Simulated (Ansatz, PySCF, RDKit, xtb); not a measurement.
# Isomers of C4H3BrN2, a sample narrowed down

Which of a sample of isomers of C4H3BrN2 is the most stable in the gas at 298.15 K, and what are its properties? The sample is small against all isomers, and the most stable one of this formula need not be in it.

Plan: many cheap relaxations first (GFN2-xTB), then density-functional screening, relaxation at r2SCAN-D4/def2-SVP, vibrations (at GFN2-xTB) and a final energy. The numbers are computed, not measured.

**1. Drawing up candidates**

Isomers were taken from a list of plausible structures; this is a sample, not all of them. That gives 3 candidates.

```csv
label,SMILES,spin
c244,Brc1cncnc1,singlet
c623,Brc1ccncn1,singlet
c981,Brc1ncccn1,singlet
```

Candidates are built by distance geometry, with a force field where one applies, in up to four conformers (letters a to d).

**Question.** With final energies at CCSD(T)/def2-SVP + MP2/def2-TZVPP - MP2/def2-SVP, which structure will this search put lowest in free energy, and by what margin?

| quantity | value |
| --- | --- |
| lowest structure found | Brc1ccncn1, singlet |
| next finalist | Brc1ncccn1, singlet, 2.0 kcal/mol higher in G |
| share at equilibrium, among the finalists | 93.8 % |
| dipole moment (PBE0/def2-SVPD) | 1.92 D |
| HOMO energy (PBE0/def2-SVPD) | -7.96 eV |
| LUMO energy (PBE0/def2-SVPD) | -1.72 eV |
| HOMO–LUMO gap (PBE0/def2-SVPD) | 6.23 eV |
| lowest excitation (TD-PBE0/def2-SVPD) | 4.50 eV (f = 0.004) |
| strongest of the states computed, same level | 5.75 eV (f = 0.074) |
| lowest triplet excitation, same level, Tamm-Dancoff | 3.98 eV |
| vertical ionisation energy | 9.90 eV |
| vertical electron affinity | -0.07 eV (unbound: the value depends on the basis) |
| vertical triplet less singlet | +4.07 eV |

The search ends on `Brc1ccncn1`. The margin, 2.0 kcal/mol, is modest. r2SCAN-D4/def2-SVP, r2SCAN-D4/def2-SVP, relaxed, HF/def2-SVP and MP2/def2-SVP already put its bonding pattern lowest among the structures in one piece; GFN2-xTB and HF/STO-3G favour the singlet Brc1ncccn1. The search is not exhaustive (a finite list of starts, one conformer a finalist), so a lower isomer can't be ruled out. Only 3 drawn patterns were tried, so whole families of isomers are missing, and the result ranks this sample alone. The lowest isomer need not be the one that is made and kept in a bottle, which depends on barriers.
